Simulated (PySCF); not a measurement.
# InN2: doublet, from a bent start

Where does doublet InN2 go from a bent start, is the end point a minimum, and what are its modes, charges and moments?

Method: PBE0, basis In def2-TZVP with ECP28, N def2-TZVP, scalar-relativistic core potentials, no spin–orbit coupling, density fitting; program: PySCF 2.14.0.

## (1) Starting geometry

3 atoms, charge 0, spin multiplicity 2.

Bond lengths: In1–N2 1.960 Å, In1–N3 1.960 Å. Angles: N2–In1–N3 110.0°.

```xyz
3
charge 0 multiplicity 2
In    0.0000    0.0000    0.0000
N     1.6055    0.0000    1.1242
N    -1.6055    0.0000    1.1242
```

## (2) Finding the electronic state

One driver script runs all steps and calls PySCF; scf.py shows how it sets up the SCF of each step. The optimiser is the driver's own. After this first run the driver tries any further starts and a stability analysis.

scf.py reads:

```python
from pyscf import gto, scf, dft
mol = gto.M(atom='''
In     0.000000     0.000000     0.000000
N      1.605500     0.000000     1.124200
N     -1.605500     0.000000     1.124200''',
    basis={'In': 'def2-TZVP', 'N': 'def2-TZVP'},
    ecp={'In': 'def2-TZVP'},
    charge=0, spin=1)
mf = dft.UKS(mol, xc='PBE0')
mf.grids.atom_grid = (50, 194)
aux = {'In': 'def2-universal-JKFIT', 'N': 'def2-universal-JKFIT'}
mf = mf.density_fit(auxbasis=aux)
mf.conv_tol = 1e-08
mf.diis_space = 10
mf.max_cycle = 60
mf.init_guess = 'minao'
mf.verbose = 4
mf.kernel()
```

On the command line:

```
OMP_NUM_THREADS=4 python axn.py task.json out
```

The runs that follow: Bent start, doublet: relaxation; Releasing the symmetry; Hessian and properties.

What does the calculation give? Wanted: minimum; geometry; wavenumbers; dipole moment; highest occupied, lowest empty level; polar-tensor charge of In1; zero-point energy; atomisation energy; ⟨S²⟩.

**Answer**, as computed:

| quantity | value |
| --- | --- |
| minimum | broken-symmetry (Ms = 1/2), C∞v |
| geometry | In–N 1.936 Å, In–N 2.080 Å; N–In–N 180.0° |
| wavenumbers (cm⁻¹) | 125, 128, 456, 705 |
| dipole moment | 2.35 D |
| highest occupied, lowest empty level (either spin) | -6.42, -3.69 eV |
| polar-tensor charge of In1 | +0.57 e |
| zero-point energy | 8.5 kJ/mol |
| entropy at 298.15 K | 274.6 J/(mol K) |
| atomisation energy (no zero-point energy) | 253 kJ/mol |
| ⟨S²⟩ | 1.777 |

**Reading.** From C2v at the start the molecule goes to a C∞v minimum. The determinant is spin-contaminated (⟨S²⟩ = 1.78 against 0.75), so it is no pure spin state. In the infrared the band at 125 cm⁻¹ (bend) leads. The first SCF alone would have been 177 kJ/mol too high. Other starts or spin states, not run here, may lie lower. The SCF density has lower symmetry than the nuclear frame. Spin–orbit coupling, left out here, can matter for elements this heavy.
